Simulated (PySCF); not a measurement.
# C₁₂H₁₆Si: NMR shifts at several levels of theory, part 2 of 2

PySCF 2.14.0. Atoms count from 0.

## 6. Nuclear shieldings: KT2/pcSseg-1

Job settings and geometry (Å):

```
{"job": {"kind": "nmr", "xc": "KT2", "basis": "pcSseg-1", "pop": false}, "charge": 0, "multiplicity": 1}
C     -2.534643    -1.874940     0.735866
Si    -1.812964    -0.249039     0.134764
C      0.065261    -0.311060     0.110804
C      0.767080    -1.457726     0.531606
C      2.166986    -1.539682     0.527806
C      2.837379    -0.414255     0.077123
C      2.162579     0.731866    -0.343955
C      0.781529     0.820074    -0.339457
C      3.443965     1.476818    -0.654435
C      4.201559     0.187101    -0.182121
C     -2.657658     1.281925     0.878768
C     -3.572783     1.290214    -0.375260
C     -2.709918     0.475298    -1.376024
H     -2.210316    -2.103583     1.763383
H     -2.236123    -2.712794     0.086250
H     -3.634154    -1.821812     0.734041
H      0.198734    -2.325606     0.878631
H      2.676705    -2.446354     0.863852
H      0.255094     1.721627    -0.669103
H      3.595792     1.740435    -1.712983
H      3.630231     2.372542    -0.041221
H      4.797065    -0.311269    -0.963342
H      4.836589     0.321735     0.707711
H     -3.162801     1.246030     1.855055
H     -1.973910     2.146998     0.879999
H     -3.865104     2.294139    -0.727545
H     -4.508730     0.748622    -0.160089
H     -3.254798    -0.165422    -2.084686
H     -2.040914     1.132678    -1.955619
```

With the program's defaults for keys left out, this is: GIAO KT2/pcSseg-1 NMR shielding, non-relativistic, gas phase.

Output:

```text
coarse grid: 24576 points
cycle   1  E = -767.0655270707  dE =  1.491e+00  |g| = 7.504e-01  |ddm| = 5.416e+00
cycle   2  E = -766.8769674363  dE =  1.886e-01  |g| = 1.113e+00  |ddm| = 2.071e+00
cycle   3  E = -767.2269830331  dE = -3.500e-01  |g| = 1.192e-01  |ddm| = 1.371e+00
cycle   4  E = -767.2297240109  dE = -2.741e-03  |g| = 6.163e-02  |ddm| = 2.093e-01
cycle   5  E = -767.2306703852  dE = -9.464e-04  |g| = 2.359e-02  |ddm| = 9.541e-02
cycle   6  E = -767.2308212997  dE = -1.509e-04  |g| = 8.178e-03  |ddm| = 3.599e-02
cycle   7  E = -767.2308398733  dE = -1.857e-05  |g| = 1.601e-03  |ddm| = 1.084e-02
cycle   8  E = -767.2308404867  dE = -6.133e-07  |g| = 4.455e-04  |ddm| = 2.122e-03
final grid: 232376 points
cycle   9  E = -767.2518965787  dE = -4.019e-04  |g| = 2.308e-02  |ddm| = 1.789e-01
cycle  10  E = -767.2517657901  dE =  1.308e-04  |g| = 3.086e-02  |ddm| = 5.336e-02
cycle  11  E = -767.2520130438  dE = -2.473e-04  |g| = 4.297e-03  |ddm| = 3.722e-02
cycle  12  E = -767.2520163652  dE = -3.321e-06  |g| = 2.303e-03  |ddm| = 7.049e-03
cycle  13  E = -767.2520178612  dE = -1.496e-06  |g| = 5.034e-04  |ddm| = 2.903e-03
cycle  14  E = -767.2520179315  dE = -7.024e-08  |g| = 1.223e-04  |ddm| = 6.795e-04
cycle  15  E = -767.2520179352  dE = -3.709e-09  |g| = 3.623e-05  |ddm| = 1.574e-04
cycle  16  E = -767.2520179355  dE = -2.874e-10  |g| = 1.488e-05  |ddm| = 5.353e-05
converged SCF energy = -767.2520179355

GIAO shielding tensors (ppm)
atom      isotropic    diamagn.    paramagn.     s11        s22        s33       span
  0 C      189.214     255.907     -66.693    184.629    189.015    193.998      9.369
  1 Si     346.978     887.179    -540.200    329.335    352.639    358.961     29.626
  2 C       51.782     262.114    -210.333    -27.905     -1.585    184.835    212.741
  3 C       57.526     255.001    -197.475    -45.783     48.991    169.370    215.154
  4 C       66.703     253.855    -187.151    -21.334     53.052    168.392    189.726
  5 C       41.172     266.222    -225.051    -55.074     29.955    148.634    203.708
  6 C       42.950     257.016    -214.067    -56.145     36.783    148.211    204.355
  7 C       60.047     256.418    -196.371    -31.364     44.182    167.323    198.687
  8 C      149.823     256.706    -106.883    137.719    147.332    164.419     26.700
  9 C      149.917     264.646    -114.729    139.107    147.157    163.487     24.381
 10 C      163.406     258.628     -95.221    140.929    169.114    180.176     39.248
 11 C      159.841     254.200     -94.359    144.479    162.668    172.375     27.895
 12 C      163.690     258.658     -94.969    141.020    169.429    180.620     39.600
 13 H       30.642      31.977      -1.335     26.236     28.467     37.223     10.987
 14 H       30.661      32.006      -1.345     26.258     28.490     37.235     10.978
 15 H       30.541      29.162       1.379     25.360     29.121     37.141     11.781
 16 H       24.103      35.380     -11.278     18.828     23.350     30.130     11.302
 17 H       24.370      31.557      -7.187     20.897     25.315     26.898      6.002
 18 H       23.891      36.311     -12.420     19.593     22.505     29.575      9.982
 19 H       27.852      29.573      -1.720     23.932     26.662     32.963      9.031
 20 H       27.855      29.643      -1.788     23.949     26.669     32.948      8.999
 21 H       27.903      28.817      -0.913     24.137     26.321     33.252      9.115
 22 H       27.911      28.873      -0.962     24.144     26.332     33.258      9.114
 23 H       29.931      32.122      -2.191     26.557     26.740     36.495      9.938
 24 H       29.668      34.678      -5.011     26.610     28.595     33.798      7.189
 25 H       28.730      28.500       0.229     24.238     25.797     36.153     11.915
 26 H       29.082      29.681      -0.598     26.405     26.504     34.338      7.932
 27 H       29.934      32.133      -2.199     26.521     26.770     36.512      9.991
 28 H       29.644      34.705      -5.060     26.522     28.583     33.828      7.306
```

Wall time 62 s (8 threads of Arm Neoverse V1, shared host).

Key values: δ C5 142.0, C6 140.3, C2 131.4, C3 125.7, H18 7.29, H16 7.08 ppm.

## 7. NMR shieldings: HF/pcSseg-1

Settings changed since step 6:

```diff
@@ -1,2 +1,2 @@
-{"job": {"kind": "nmr", "xc": "KT2", "basis": "pcSseg-1", "pop": false}, "charge": 0, "multiplicity": 1}
+{"job": {"kind": "nmr", "xc": "HF", "basis": "pcSseg-1", "pop": false}, "charge": 0, "multiplicity": 1}
 C     -2.534643    -1.874940     0.735866
```

Method: GIAO HF/pcSseg-1 NMR shielding, non-relativistic, gas phase.

Output:

```text
final grid: 232376 points
cycle   1  E = -752.3813841924  dE =  3.588e+00  |g| = 5.850e-01  |ddm| = 5.157e+00
cycle   2  E = -752.5120001384  dE = -1.306e-01  |g| = 1.688e-01  |ddm| = 9.798e-01
cycle   3  E = -752.5223304062  dE = -1.033e-02  |g| = 6.911e-02  |ddm| = 3.753e-01
cycle   4  E = -752.5236608767  dE = -1.330e-03  |g| = 1.568e-02  |ddm| = 9.151e-02
cycle   5  E = -752.5237302428  dE = -6.937e-05  |g| = 4.389e-03  |ddm| = 2.159e-02
cycle   6  E = -752.5237383115  dE = -8.069e-06  |g| = 1.151e-03  |ddm| = 7.060e-03
cycle   7  E = -752.5237391599  dE = -8.484e-07  |g| = 4.133e-04  |ddm| = 2.367e-03
cycle   8  E = -752.5237393653  dE = -2.054e-07  |g| = 2.101e-04  |ddm| = 1.102e-03
cycle   9  E = -752.5237394302  dE = -6.486e-08  |g| = 8.858e-05  |ddm| = 6.583e-04
cycle  10  E = -752.5237394458  dE = -1.566e-08  |g| = 3.451e-05  |ddm| = 3.778e-04
cycle  11  E = -752.5237394476  dE = -1.819e-09  |g| = 1.277e-05  |ddm| = 1.462e-04
cycle  12  E = -752.5237394478  dE = -1.053e-10  |g| = 3.454e-06  |ddm| = 3.416e-05
converged SCF energy = -752.5237394478

GIAO shielding tensors (ppm)
atom      isotropic    diamagn.    paramagn.     s11        s22        s33       span
  0 C      195.361     255.322     -59.960    192.595    194.834    198.656      6.061
  1 Si     381.350     877.646    -496.296    368.592    378.634    396.825     28.233
  2 C       49.532     263.580    -214.048    -45.104     -8.740    202.439    247.543
  3 C       50.281     255.040    -204.759    -74.573     42.797    182.620    257.193
  4 C       62.168     255.630    -193.461    -43.558     47.551    182.511    226.069
  5 C       34.793     269.811    -235.019    -85.606     22.572    167.412    253.019
  6 C       39.410     258.335    -218.926    -82.604     33.775    167.058    249.662
  7 C       52.481     254.333    -201.852    -61.139     36.774    181.808    242.947
  8 C      163.454     248.830     -85.376    153.115    160.693    176.554     23.440
  9 C      163.446     256.955     -93.509    154.195    160.607    175.538     21.343
 10 C      176.634     257.251     -80.617    157.616    182.112    190.173     32.557
 11 C      174.571     249.137     -74.566    165.960    175.107    182.647     16.686
 12 C      176.848     257.222     -80.374    157.694    182.311    190.539     32.845
 13 H       31.098      32.276      -1.178     26.418     28.723     38.152     11.734
 14 H       31.117      32.297      -1.180     26.435     28.754     38.161     11.726
 15 H       31.075      29.433       1.643     25.311     29.503     38.412     13.100
 16 H       24.241      35.339     -11.098     18.437     23.646     30.639     12.202
 17 H       24.406      31.794      -7.388     20.190     25.689     27.338      7.147
 18 H       23.982      34.980     -10.998     18.989     22.657     30.300     11.311
 19 H       28.513      29.082      -0.569     24.113     26.890     34.535     10.422
 20 H       28.517      29.099      -0.581     24.131     26.898     34.523     10.391
 21 H       28.559      29.332      -0.773     24.329     26.533     34.815     10.486
 22 H       28.567      29.345      -0.778     24.335     26.542     34.824     10.489
 23 H       30.789      32.563      -1.774     26.971     27.117     38.279     11.308
 24 H       30.533      34.493      -3.960     26.816     29.026     35.758      8.942
 25 H       29.534      28.852       0.681     24.796     26.005     37.800     13.004
 26 H       30.015      29.580       0.435     26.706     26.891     36.448      9.742
 27 H       30.789      32.568      -1.779     26.934     27.154     38.280     11.346
 28 H       30.506      34.506      -4.000     26.721     29.001     35.796      9.075
```

Run time: 82 s. Hardware: 8 threads of Arm Neoverse V1, shared host.

In short: δ C5 156.1, C6 151.4, C2 141.3, C3 140.6, H18 7.70, H16 7.45 ppm.

## 8. Run by run: NMR shifts

Shifts (ppm) of some atoms, chosen among heavy atoms and hydrogens apart, with basis size and wall time:

| run | C5 | C6 | C3 | C7 | C4 | H17 | H26 | functions | time |
| --- | --- | --- | --- | --- | --- | --- | --- | --- | --- |
| PBE0/pcSseg-1 | 152.4 | 149.9 | 137.2 | 134.3 | 126.7 | 7.13 | 1.95 | 308 | 88 s |
| PBE/pcSseg-1 | 149.8 | 147.9 | 134.3 | 130.9 | 124.0 | 6.98 | 2.06 | 308 | 56 s |
| wB97X-D/pcSseg-1 | 153.5 | 150.9 | 138.5 | 135.7 | 128.0 | 7.16 | 1.86 | 308 | 2.9 min |
| KT2/pcSseg-1 | 142.0 | 140.3 | 125.7 | 123.2 | 116.5 | 6.81 | 2.10 | 308 | 62 s |
| HF/pcSseg-1 | 156.1 | 151.4 | 140.6 | 138.4 | 128.7 | 7.28 | 1.67 | 308 | 82 s |

## 9. Results

What follows sums up all 2 parts.

| quantity | value |
| --- | --- |
| point group | Cs |
| rotational constants (main isotopes) | 1.61, 0.39, 0.34 GHz |
| ¹³C shifts against TMS (PBE0/pcSseg-1, means over atoms taken as alike) | 152.4, 149.9, 141.3, 137.2, 134.3, 126.7, 31.2, 31.2, 20.3, 17.1, -5.8 ppm |
| ¹H shifts against TMS (PBE0/pcSseg-1, means over atoms taken as alike) | 7.56, 7.40, 7.13, 3.23, 3.18, 2.32, 1.95, 1.40, 1.08, 0.58 ppm |
| ²⁹Si shifts against TMS (PBE0/pcSseg-1) | 12.6 ppm |
| range of the shift of C7 | 123.2 to 138.4 ppm |

What this shows: Single values in the summary come from the first run of each kind that ended normally (PBE0/pcSseg-1), which need not be the best level. The optimisation took 17 steps and gained 0.167 eV; among the close pairs (by a distance rule), C0–Si1 changed most, from 1.901 to 1.878 Å. No frequency check was run at this level, so the end point may be a saddle. NICS(1)zz of -27 ppm above the planar ring from C2 marks a diatropic (aromatic) ring current. Across the 5 runs the shift of C7 moves most, between 123.2 (KT2/pcSseg-1) and 138.4 ppm (HF/pcSseg-1). Part of that comes from the computed reference.
